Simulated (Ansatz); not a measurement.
# SiF: the cost of one run

Method: DFT PBE, scalar-relativistic, plane waves, PAW, in Ansatz 0.2.0.

### Step 1. The structure to begin with

Symmetry: Pmma, No. 51, orthorhombic system. Conventional cell: a = 4.033 Å, b = 2.670 Å, c = 4.118 Å, α = 90.00°, β = 90.00°, γ = 90.00°. Si (site symmetry mm2) has 8 F at 2.45 to 2.47 Å and 4 Si at 2.54 to 2.67 Å as nearest neighbours. Around F (site symmetry mm2) lie 8 Si at 2.45 to 2.47 Å and 4 F at 2.54 to 2.67 Å.

As a file:

```
Si F
1.0
     4.03349    0.00000    0.00000
     0.00000    2.67009    0.00000
     0.00000    0.00000    4.11806
Si F
2 2
Direct
  0.25000 0.50000 0.81200
  0.75000 0.50000 0.18800
  0.25000 0.00000 0.31200
  0.75000 0.00000 0.68800
```

The cell is invented: species swapped into a database cell of CdAu (Pmma, No. 51), with F on the Cd sites and Si on the Au sites. The dimensions are guesses.

### Step 2. Probe: one point on a coarse mesh

Contents of input.yaml:

```yaml
crystal:
  lattice:
    - [4.03349065, 0.0, 0.0]
    - [0.0, 2.67008696, 0.0]
    - [0.0, 0.0, 4.11806296]
  atoms:
    - { symbol: Si, position: [0.25, 0.5, 0.81199996] }
    - { symbol: Si, position: [0.75, 0.5, 0.18800004] }
    - { symbol: F, position: [0.25, 0.0, 0.31199999] }
    - { symbol: F, position: [0.75, 0.0, 0.68800001] }
basis:
  ecutwfc: 420
kpoints:
  mp_grid: { grid: [4, 6, 4] }
hamiltonian:
  xc: pbe
scf:
  occupations: { method: gaussian, width: 0.1 }
  lower_state_search: "off"
output:
  forces: true
  stress: true
  eigenvalues: true
```

Launch:

```sh
> ansatz run input.yaml --threads 1 --pin off --max-ram 2560MiB --backend cpu --events-out ev --progress --plain --runs-dir out
```

**Question.** How long does this run take on 1 thread of Arm Neoverse V2, shared host, and how much memory does it need?

About 1.4 s, with a peak of 0.29 GiB.
